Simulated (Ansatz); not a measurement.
# BCl3H4OSi: how energies converge with the basis set

How large a basis does BCl3H4OSi need? Two functionals are run in growing sets.

Program: Ansatz 0.2.0, Gaussian basis. Level of theory: one geometry, several basis sets. These are calculated values, not measurements.

Plan: PBE0-D4/def2-SVP; ωB97M-V/def2-SVP; PBE0-D4/def2-QZVPP; ωB97M-V/def2-QZVPP; the functionals' def2-TZVPP values are taken from earlier runs.

## (1) Structure used throughout

An earlier PBE0-D4 in a triple-zeta def2 set relaxation fixed the geometry.

SMILES `[SiH3][OH+][B-](Cl)(Cl)Cl`, 10 atoms, charge 0, spin multiplicity 1.

Atoms are counted from 1 here; the program's logs count them from 0.

Bond lengths: Si1–O2 1.732 Å, Si1–H7 1.483 Å, Si1–H8 1.471 Å, Si1–H9 1.470 Å, O2–B3 1.590 Å, O2–H10 0.966 Å, B3–Cl4 1.818 Å, B3–Cl5 1.807 Å, B3–Cl6 1.827 Å. Angles: O2–Si1–H7 100.2°, O2–Si1–H8 109.4°, O2–Si1–H9 108.4°, H7–Si1–H8 111.5°, H7–Si1–H9 111.2°, H8–Si1–H9 115.0°, Si1–O2–B3 123.5°, Si1–O2–H10 118.2°, B3–O2–H10 111.7°, O2–B3–Cl4 105.9°, O2–B3–Cl5 105.6°, O2–B3–Cl6 102.0°, Cl4–B3–Cl5 113.6°, Cl4–B3–Cl6 113.4°, Cl5–B3–Cl6 114.8°.

## (2) PBE0-D4 in def2-SVP

Contents of in.yaml:

```yaml
crystal:
  periodic: [false, false, false]
  atoms:
    - {symbol: Si, position_ang: [0.248049, -1.028880, 1.058951]}
    - {symbol: O, position_ang: [0.615591, 0.047822, -0.247531]}
    - {symbol: B, position_ang: [-0.437254, 1.063744, -0.869804]}
    - {symbol: Cl, position_ang: [-1.288307, 0.152723, -2.193620]}
    - {symbol: Cl, position_ang: [0.533162, 2.467149, -1.464196]}
    - {symbol: Cl, position_ang: [-1.509046, 1.426060, 0.564728]}
    - {symbol: H, position_ang: [1.344468, -2.014566, 0.903708]}
    - {symbol: H, position_ang: [-1.067793, -1.645535, 0.829680]}
    - {symbol: H, position_ang: [0.375446, -0.286373, 2.321811]}
    - {symbol: H, position_ang: [1.268684, -0.233445, -0.900726]}
basis:
  gaussian: {orbitals: def2-SVP}
hamiltonian: {xc: pbe0, dispersion: d4}
output: {orbitals: {seedname: orbitals}}
```

Command:

```console
$ ansatz run in.yaml --threads 4 --pin off --events-out ev --progress --plain --max-ram 11315MiB
```

Further steps of the session: ωB97M-V in def2-SVP; PBE0-D4 in def2-QZVPP; ωB97M-V in def2-QZVPP.

**Question.** What will the summary of the whole plan be? Wanted: PBE0-D4: double and triple zeta above quadruple; ωB97M-V: double and triple zeta above quadruple.

As calculated:

| quantity | value |
| --- | --- |
| PBE0-D4: double and triple zeta above quadruple | 20.33, 1.52 eV |
| ωB97M-V: double and triple zeta above quadruple | 20.18, 1.43 eV |

What this shows: PBE0-D4 gains 18.81 eV from double to triple zeta, then 1.52 eV more. These are total energies; as a rule much of such shifts cancels in differences, which this series doesn't test. The LUMO of ωB97M-V is positive and keeps falling with the basis (1.18 to 0.32 eV): an unbound level that the basis holds in place.
